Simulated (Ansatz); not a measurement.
# InNH2F2 (SMILES [NH2][In]([F])[F]) at HF/def2-SVPD (core potential)

What is the vertical electron affinity of InNH2F2 at HF/def2-SVPD (core potential)? 

Program for the calculation: Ansatz 0.2.0.

31 further runs of the same task are left out: 31 set aside as unsound or not needed.

**1. Starting point**

The species is InNH2F2 (6 atoms), meant as a singlet with charge 0. As SMILES, `[NH2][In]([F])[F]`. The shape is that of a PBE0-D4/def2-TZVP optimisation.

Bond lengths: N1–In2 1.998 Å, In2–F3 1.935 Å, In2–F4 1.935 Å, N1–H5 1.011 Å, N1–H6 1.011 Å. Angles: N1–In2–F3 124.1°, N1–In2–F4 124.1°, F3–In2–F4 111.4°, In2–N1–H5 114.2°, In2–N1–H6 114.2°, H5–N1–H6 109.1°.

**2. A single-point energy at HF/def2-SVPD (core potential)**

job.yaml reads:

```yaml
crystal:
  periodic: [false, false, false]
  atoms:
    - {symbol: "N", position_ang: [-0.259900, 1.155100, -0.280600]}
    - {symbol: In, position_ang: [0.271400, -0.745700, 0.029100]}
    - {symbol: F, position_ang: [1.862900, -1.284900, 0.989000]}
    - {symbol: F, position_ang: [-0.617400, -2.265700, -0.773500]}
    - {symbol: H, position_ang: [0.031700, 1.791300, 0.449400]}
    - {symbol: H, position_ang: [-1.246600, 1.285900, -0.459500]}
basis:
  gaussian:
    orbitals: def2-SVPD
output:
  orbitals: {seedname: orbitals}
accuracy: high
hamiltonian:
  xc: hf
```

The run is started by

```console
ansatz run job.yaml --threads 1 --pin off --max-ram 3480MiB --events-out events.jsonl --progress --plain --runs-dir runs
```

Output:

```text
Warning: RAYON_NUM_THREADS=1 ignored (pool sized by the plan → 1); use --threads N
Functional definition: HF
  name "HF"
  exchange = exact_x
  correlation = 0
2460 factors; integrals over basis functions are off by at most 3.6e-9 eV
mean field evaluation 1: about -12065.5723 eV, gradient 5.0e1 eV
mean field evaluation 2: about -12065.6722 eV, gradient 5.0e1 eV
mean field evaluation 4: about -12070.1338 eV, gradient 2.2e0 eV
mean field evaluation 8: about -12070.1674 eV, gradient 3.0e-1 eV
mean field evaluation 16: about -12070.1678 eV, gradient 1.1e-8 eV
mean field -12070.16778511 eV, -443.5704846494 hartree, gradient 1.1e-8 eV, S^2 0.000000; 0 other end points of the search recorded, 0 dependent functions left out
reference -12070.16778511 eV, -443.5704846494 hartree; 24, 24 occupied and 90, 90 virtual orbitals, 2460 factors
Total energy: -12070.16778511 eV, -443.5704846494 hartree
```

Wall time 6 s (1 thread of Arm Neoverse V1, shared host); peak memory 0.39 GiB.

**3. The doublet anion, same level**

job.yaml, as its differences from that of step 2:

```diff
@@ -12,4 +12,2 @@
     orbitals: def2-SVPD
-output:
-  orbitals: {seedname: orbitals}
 accuracy: high
@@ -17 +15,6 @@
   xc: hf
+total_charge: -1
+output: {orbitals: {seedname: orbitals}}
+magnetization:
+  spin_polarized: true
+  initial_magnetization: 1
```

The run is started by

```console
ansatz run job.yaml --threads 1 --pin off --max-ram 3480MiB --events-out events.jsonl --progress --plain --runs-dir runs
```

Output:

```text
Warning: RAYON_NUM_THREADS=1 ignored (pool sized by the plan → 1); use --threads N
Functional definition: HF
  name "HF"
  exchange = exact_x
  correlation = 0
2460 factors; integrals over basis functions are off by at most 3.6e-9 eV
mean field evaluation 1: about -12068.0820 eV, gradient 1.8e1 eV
mean field evaluation 2: about -12068.2179 eV, gradient 1.8e1 eV
mean field evaluation 4: about -12069.9062 eV, gradient 2.0e0 eV
mean field evaluation 8: about -12070.0024 eV, gradient 5.9e-1 eV
mean field evaluation 16: about -12070.0470 eV, gradient 6.7e-4 eV
mean field evaluation 32: about -12070.0412 eV, gradient 2.9e-1 eV
mean field evaluation 64: about -12070.0311 eV, gradient 3.2e-1 eV
mean field -12070.04695255 eV, -443.5660441345 hartree, gradient 5.9e-8 eV, S^2 0.755768; 0 other end points of the search recorded, 0 dependent functions left out
reference -12070.04695255 eV, -443.5660441345 hartree; 25, 24 occupied and 89, 90 virtual orbitals, 2460 factors
Total energy: -12070.04695255 eV, -443.5660441345 hartree
```

It took 12 s on 1 thread of Arm Neoverse V1, shared host; peak memory 0.48 GiB.

**4. What came out**

At HF/def2-SVPD (core potential):

| quantity | value |
| --- | --- |
| singlet InNH2F2: total energy | -443.57048 Eh |
| singlet InNH2F2: HOMO energy | -11.98 eV |
| singlet InNH2F2: LUMO energy | 0.35 eV |
| singlet InNH2F2: HOMO–LUMO gap | 12.32 eV |
| doublet anion: total energy | -443.56604 Eh |
| doublet anion: HOMO energy (highest over α and β) | -0.19 eV |
| doublet anion: LUMO energy (lowest over α and β) | 4.60 eV |
| doublet anion: ⟨S²⟩ | 0.756 |
| vertical electron affinity (to the doublet anion) | -0.121 eV |

**Reading.** The anion lies 0.12 eV (2.8 kcal/mol) above the neutral: the electron isn't bound at this level, and such a value depends on the basis. Hartree–Fock misses the correlation that binds many anions.
